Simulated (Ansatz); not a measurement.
# CH2OSTe: the cost of one run

All numbers below are computed with Ansatz 0.2.0 (RHF/def2-SVP).

## 1. The system as given

Bond lengths: O1–C2 1.410 Å, C2–S3 1.617 Å, C2–Te4 2.052 Å, O1–H5 1.066 Å, Te4–H6 1.730 Å. Angles: O1–C2–S3 118.1°, O1–C2–Te4 121.9°, S3–C2–Te4 119.9°, C2–O1–H5 115.8°, C2–Te4–H6 92.9°.

Coordinates:

```xyz
6

O     1.3496   -0.1041   -0.6347
C     0.2072   -0.5607    0.0546
S     0.3876   -1.7710    1.1112
Te   -1.6476    0.2600   -0.2555
H     1.1858    0.6877   -1.3294
H    -1.4405    1.4241    1.0077
```

## 2. End point A

input.yaml reads:

```yaml
crystal:
  periodic: [false, false, false]
  atoms:
    - { symbol: O, position_ang: [1.3496, -0.1041, -0.6347] }
    - { symbol: C, position_ang: [0.2072, -0.5607, 0.0546] }
    - { symbol: S, position_ang: [0.3876, -1.771, 1.1112] }
    - { symbol: Te, position_ang: [-1.6476, 0.26, -0.2555] }
    - { symbol: H, position_ang: [1.1858, 0.6877, -1.3294] }
    - { symbol: H, position_ang: [-1.4405, 1.4241, 1.0077] }
basis:
  gaussian: { orbitals: def2-SVP }
hamiltonian:
  xc: hf
relax:
  f_tol: 0.015
  max_steps: 40
output:
  orbitals: {}
```

Started as:

```sh
ansatz run input.yaml --threads 1 --pin off --max-ram 2048MiB --backend cpu --events-out ev --progress --plain --runs-dir out
```

Q: Estimate wall time and peak memory on 1 thread of Intel Xeon Platinum 8488C (Sapphire Rapids), shared host.

About 67 s, with a peak of 0.17 GiB.
